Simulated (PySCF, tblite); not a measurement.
# C₇H₁₄BFSi: geometry, infrared bands and NMR shifts

What infrared bands and NMR shifts should C₇H₁₄BFSi (`B[C@@H](CC#CC)C[C@@H](F)[SiH3]`) show?

Computed with tblite 0.8.0 and PySCF 2.14.0, with density-fitted response routines of our own, on a single molecule in the gas phase. Atoms count from 0, in the outputs and in this text.

**1. The molecule as given**

24 atoms, charge 0, multiplicity 1; geometry from: force field or distance geometry start.

Bonds of the start (Å): B0–C1 1.60, C1–C2 1.55, C2–C3 1.46, C3–C4 1.21, C4–C5 1.46, C1–C6 1.55, C6–C7 1.54, C7–F8 1.38, C7–Si9 1.87, B0–H10 1.19, B0–H11 1.19, C1–H12 1.13, C2–H13 1.11, C2–H14 1.12, C5–H15 1.10, C5–H16 1.11, C5–H17 1.12, C6–H18 1.11, C6–H19 1.12, C7–H20 1.12, Si9–H21 1.47, Si9–H22 1.49, Si9–H23 1.47.

**2. Geometry optimisation with GFN2-xTB**

What the job is given:

```
{"job": {"kind": "relax", "xc": "GFN2-xTB", "basis": "xTB"}, "charge": 0, "multiplicity": 1}
B     -1.223700    -2.225900    -1.164700
C     -0.237100    -1.190400    -0.453900
C      1.078700    -1.103800    -1.261500
C      2.119100    -0.378300    -0.534900
C      2.978000     0.200300     0.088700
C      4.014700     0.916000     0.817600
C     -0.896400     0.196800    -0.278400
C     -2.046000     0.186900     0.743100
F     -1.582300    -0.191000     1.989500
Si    -2.835200     1.880300     0.874600
H     -1.636900    -2.000300    -2.253800
H     -1.587200    -3.203400    -0.599000
H      0.006600    -1.613200     0.567200
H      1.461100    -2.118600    -1.494300
H      0.882000    -0.567300    -2.225900
H      4.691800     1.431800     0.117500
H      3.550400     1.669700     1.492400
H      4.603100     0.189500     1.427100
H     -1.266600     0.557700    -1.255400
H     -0.133700     0.926100     0.088400
H     -2.846500    -0.521800     0.424900
H     -3.931900     1.843400     1.846400
H     -1.812400     2.859700     1.324800
H     -3.361500     2.275500    -0.444600
```

Command:

```console
$ OMP_NUM_THREADS=1 python probes_run.py task.json out
```

One launch serves the whole session: the jobs run in the order shown.

**Question.** This job is followed by: GFN2-xTB harmonic vibrations, gas phase; GIAO PBE0/pcSseg-1 NMR shielding, non-relativistic, gas phase. Predict these results of the whole session: strongest single infrared mode (GFN2-xTB); zero-point energy (GFN2-xTB); ¹³C shifts against TMS (PBE0/pcSseg-1); ¹H shifts against TMS (PBE0/pcSseg-1, means over atoms taken as alike); ¹¹B shifts against BF3·OEt2 (PBE0/pcSseg-1); ¹⁹F shifts against CFCl3 (PBE0/pcSseg-1); ²⁹Si shifts against TMS (PBE0/pcSseg-1).

The runs gave:

```
                                                              quantity                                                     value
                             strongest single infrared mode (GFN2-xTB)                                      780 cm⁻¹, 418 km/mol
                                          zero-point energy (GFN2-xTB)                                            114.6 kcal/mol
                                ¹³C shifts against TMS (PBE0/pcSseg-1)               92.1, 84.9, 84.3, 42.5, 42.0, 17.7, 4.8 ppm
¹H shifts against TMS (PBE0/pcSseg-1, means over atoms taken as alike)  8.06, 4.89, 3.93, 2.86, 2.72, 2.53, 2.04, 1.65, 1.42 ppm
                           ¹¹B shifts against BF3·OEt2 (PBE0/pcSseg-1)                                                  93.7 ppm
                              ¹⁹F shifts against CFCl3 (PBE0/pcSseg-1)                                                -257.0 ppm
                               ²⁹Si shifts against TMS (PBE0/pcSseg-1)                                                 -69.5 ppm
```

**Reading.** Relaxing lowered the energy by 0.252 eV in 78 steps; the close pair that moved most is C7–Si9, from 1.873 to 1.920 Å. The lowest mode is imaginary (25i cm⁻¹), so the xTB geometry is not a minimum. The strongest single mode, at 780 cm⁻¹, moves mainly H23, H22 and H21. GFN2-xTB is a fitted tight-binding method: band positions and strengths are rough. Its intensities can rank the bands wrongly. C7 (sp3 CH bonded to F and Si) lies farthest downfield among carbon, at 92.1 ppm; pulled downfield by the heteroatom.
